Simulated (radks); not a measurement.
# Taking charge from the 2p level of F⁺ in fractions

The task here is to estimate one member of a computed series from the others.

Program: radks (a radial shooting solver on a logarithmic mesh, Libxc functionals) version 1. Level of theory: Dirac Kohn-Sham, BLYP, spin-unpolarised, spherical densities, point nucleus. These are calculated values, not measurements, unless marked.

### What is computed

```
element       : fluorine (Z = 9)
charge        : +1
electrons     : 8
configuration : [He] 2s2 2p(1/2: 2, 3/2: 2)
```

A shell typed twice in an input gives the lower j, then the higher j.

The first run:

The run's settings:

```text
Z 9
configuration [He] 2s2 2p2 2p2
relativity Dirac
functional b88,lyp
spin unpolarised
j_filling energy
nucleus point
c 137.035999084
```

Among the steps run: Start: [He] 2s2 2p(1/2: 2, 3/2: 2).

One of the session's tables, all rows but one given; the rest of the session is left out.

Sizes of the orbitals, from the radial functions (bohr):

| level | <r> | outermost maximum (interpolated) | 90 % within |
| --- | --- | --- | --- |
| 1s1/2 | 0.1763 | 0.114 | 0.316 |
| 2s1/2 | ? | ? | ? |
| 2p1/2 | 0.9826 | 0.676 | 1.69 |
| 2p3/2 | 0.9845 | 0.678 | 1.69 |

**Question.** Estimate the row for 2s1/2.

The run gave: <r>: 0.9624; outermost maximum (interpolated): 0.751; 90 % within: 1.53. In the column «<r>» it lies between 1s1/2 (0.1763) and 2p1/2 (0.9826).
